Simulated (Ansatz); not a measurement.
# C: the cost of one run

Method: DFT LDA, scalar-relativistic, plane waves, PAW, in Ansatz 0.2.0.

15 further runs of the same task are left out: 15 set aside as unsound or not needed.

### Step 1. The system as given

It takes space group P6_3/mmc (No. 194, hexagonal). Conventional cell: a = 2.445 Å, b = 2.445 Å, c = 29.088 Å, α = 90.00°, β = 90.00°, γ = 120.00°. Around C (site symmetry 3m) lie 3 C at 1.41 Å. Around C (site symmetry -6m2) lie 3 C at 1.41 Å.

Coordinates:

```cif
data_structure
_symmetry_space_group_name_H-M 'P 1'
_symmetry_Int_Tables_number 1
_cell_length_a 2.4446
_cell_length_b 2.4446
_cell_length_c 29.0883
_cell_angle_alpha 90.000
_cell_angle_beta 90.000
_cell_angle_gamma 120.000
_cell_volume 150.54
loop_
_atom_site_label
_atom_site_type_symbol
_atom_site_fract_x
_atom_site_fract_y
_atom_site_fract_z
_atom_site_occupancy
C1 C 0.66667 0.33333 0.00144 1
C2 C 0.66667 0.33333 0.50146 1
C3 C 0.66667 0.33333 0.72985 1
C4 C 0.66667 0.33333 0.22987 1
C5 C 0.00000 0.00000 0.61569 1
C6 C 0.33333 0.66667 0.22985 1
C7 C 0.00000 0.00000 0.11569 1
C8 C 0.66667 0.33333 0.61569 1
C9 C 0.33333 0.66667 0.72987 1
C10 C 0.33333 0.66667 0.11569 1
C11 C 0.33333 0.66667 0.50144 1
C12 C 0.33333 0.66667 0.00146 1
```

It goes back to an entry of the Materials Project, which need not be the stable form.

It is the result of an earlier relaxation at this level (volume 12.55 Å³/atom; gap on the mesh: 0.01 eV).

### Step 2. Plan of the line

Atoms count from 1 in the order of the input.

The energy is mapped over a free internal coordinate and the cell.

The axes are (1) shift of C8 along [0 0 1], its symmetry partners moved as symmetry demands (measured in the relaxed cell): 7 values from −0.169 Å; (2) volume per atom at fixed shape: 7 values from 10.79 to 14.30 Å³.

Nothing else is relaxed (all other coordinates fixed). Energies count from the relaxed crystal. Points are written as (first, second).

### Step 3. Point (0.056 Å, 10.79 Å³)

Input file input.yaml:

```yaml
crystal:
  lattice:
    - [2.3247365973, 0.0, 0.0]
    - [-1.1623682987, 2.0132809504, 0.0]
    - [0.0, 0.0, 27.6620461979]
  atoms:
    - { symbol: C, position: [0.6666666667, 0.3333333333, 0.0014381788] }
    - { symbol: C, position: [0.6666666667, 0.3333333333, 0.5014563039] }
    - { symbol: C, position: [0.6666666667, 0.3333333333, 0.7298539282] }
    - { symbol: C, position: [0.6666666667, 0.3333333333, 0.2298723132] }
    - { symbol: C, position: [0.0, 0.0, 0.6156893956] }
    - { symbol: C, position: [0.3333333333, 0.6666666667, 0.2298539282] }
    - { symbol: C, position: [0.0, 0.0, 0.1156893956] }
    - { symbol: C, position: [0.6666666667, 0.3333333333, 0.6176253558] }
    - { symbol: C, position: [0.3333333333, 0.6666666667, 0.7298723132] }
    - { symbol: C, position: [0.3333333333, 0.6666666667, 0.1176253558] }
    - { symbol: C, position: [0.3333333333, 0.6666666667, 0.5014381788] }
    - { symbol: C, position: [0.3333333333, 0.6666666667, 0.0014563039] }
basis:
  ecutwfc: 520.0
kpoints:
  mp_grid: { grid: [18, 18, 2] }
hamiltonian:
  xc: lda
  pseudopotentials: { kind: paw, azcp: { folder: soft_1 } }
scf:
  occupations: { method: gaussian, width: 0.15 }
output:
  forces: true
  stress: true
  eigenvalues: true
```

On the command line:

```console
$ ansatz run input.yaml --threads 4 --pin off --max-ram 8192MiB --backend cpu --events-out ev --progress --plain --runs-dir out
```

**Question.** How long does this run take on 4 threads of AMD EPYC 7R43 (Zen 3), shared host, and how much memory does it need?

About 10 s, with a peak of 0.68 GiB.
